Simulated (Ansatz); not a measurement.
**BF₂HS: up Jacob's ladder to CCSD(T)**

Aim: compute BF₂HS with functionals from several rungs and with coupled cluster. The yardstick is the atomisation energy at the CCSD(T) limit.

Method: functionals in def2-TZVPP, the program's frozen cores in correlated methods; program: Ansatz 0.2.0, Gaussian basis.

Plan: LDA (SPW92), PBE-D4, revPBE-D4, BLYP-D4, r2SCAN-D4, B97M-V, PBE0-D4, B3LYP-D4, r2SCANh-D4, r2SCAN0-D4, HSE06-D4, BHLYP-D4, CAM-B3LYP-D4, LC-ωPBE, ωB97X-V, ωB97M-V, B2PLYP, PBE-QIDH; CCSD(T)/def2-SVP; CCSD(T)/def2-TZVPP; CCSD(T)/def2-QZVPP; extrapolation to the limit; RPA on PBE.

### 1 The geometry

An earlier PBE0-D4 in a triple-zeta def2 set relaxation fixed the geometry.

SMILES `FB(F)S`, 5 atoms, charge 0, spin multiplicity 1.

Atoms are counted from 1 here; the program's logs count them from 0.

Bond lengths: F1–B2 1.318 Å, B2–F3 1.319 Å, B2–S4 1.800 Å, S4–H5 1.342 Å. Angles: F1–B2–F3 118.2°, F1–B2–S4 119.2°, F3–B2–S4 122.6°, B2–S4–H5 94.6°.

### 2 LDA

This LDA is Slater exchange with PW92 correlation.

in.yaml reads:

```yaml
crystal:
  periodic: [false, false, false]
  atoms:
    - {symbol: F, position_ang: [0.433765, -1.758072, 0.089134]}
    - {symbol: B, position_ang: [0.064015, -0.499780, 0.217682]}
    - {symbol: F, position_ang: [-0.413103, -0.105149, 1.382352]}
    - {symbol: S, position_ang: [0.226449, 0.610386, -1.190272]}
    - {symbol: H, position_ang: [-0.261326, 1.678915, -0.540296]}
basis:
  gaussian: {orbitals: def2-TZVPP}
hamiltonian: {xc: lda}
output: {orbitals: {seedname: orbitals}}
```

Run with:

```console
> ansatz run in.yaml --threads 2 --pin off --events-out ev --progress --plain --max-ram 22528MiB --backend cpu
```

The runs that follow: PBE-D4 (GGA); revPBE-D4 (GGA); BLYP-D4 (GGA); r2SCAN-D4 (meta-GGA); B97M-V (meta-GGA); PBE0-D4 (hybrid); B3LYP-D4 (hybrid); r2SCANh-D4 (hybrid); r2SCAN0-D4 (hybrid); HSE06-D4 (hybrid); BHLYP-D4 (hybrid); CAM-B3LYP-D4 (range-separated); LC-ωPBE (range-separated); ωB97X-V (range-separated); ωB97M-V (range-separated); B2PLYP (double hybrid); PBE-QIDH (double hybrid); CCSD(T) in def2-SVP; CCSD(T) in def2-TZVPP; CCSD(T) in def2-QZVPP; RPA on PBE orbitals.

Q: Predict the results of all the runs planned. Wanted: atomisation energy, CCSD(T)/CBS; farthest beyond LDA; mean size of error, GGA; mean size of error, meta-GGA; mean size of error, hybrid; mean size of error, range-separated; mean size of error, double hybrid; gap, smallest and largest; T1 diagnostic.

**Answer**, as computed:

| quantity | value |
| --- | --- |
| atomisation energy, CCSD(T)/CBS | 492.4 kcal/mol |
| functionals within 2.5 kcal/mol (0.5 %) | revPBE-D4, BLYP-D4, PBE0-D4, B3LYP-D4, r2SCANh-D4, HSE06-D4, LC-ωPBE, ωB97X-V, PBE-QIDH |
| farthest beyond LDA | BHLYP-D4 (-20.5 kcal/mol) |
| mean size of error, GGA | 6.0 kcal/mol |
| mean size of error, meta-GGA | 6.6 kcal/mol |
| mean size of error, hybrid | 5.5 kcal/mol |
| mean size of error, range-separated | 2.4 kcal/mol |
| mean size of error, double hybrid | 2.3 kcal/mol |
| gap, smallest and largest | 6.11 eV (LDA (SPW92)), 13.62 eV (LC-ωPBE) |
| T1 diagnostic | 0.0128 |
| triples share of the correlation energy | 3.3 % |

In words: LDA overbinds by 83.8 kcal/mol (17 %). PBE-D4 is off by +15.3 kcal/mol. Double hybrids carry the basis error of their MP2 part in triple zeta, and no dispersion term here, so their miss is partly the set-up's. The rungs double hybrid, range-separated miss on average by less than the doubt on the reference (2.5 kcal/mol), so they tie. Misses under about 2.5 kcal/mol are within the doubt on the reference itself, which lacks core-valence correlation, relativity and higher excitations. Hartree-Fock recovers 75 % of the binding; the rest is correlation. CCSD(T) in def2-SVP is off by -23.8 kcal/mol, more than most functionals: a good method in a small basis is no reference. The gap grows from 6.1 to 13.6 eV across the functionals, mostly with the share of exact exchange.
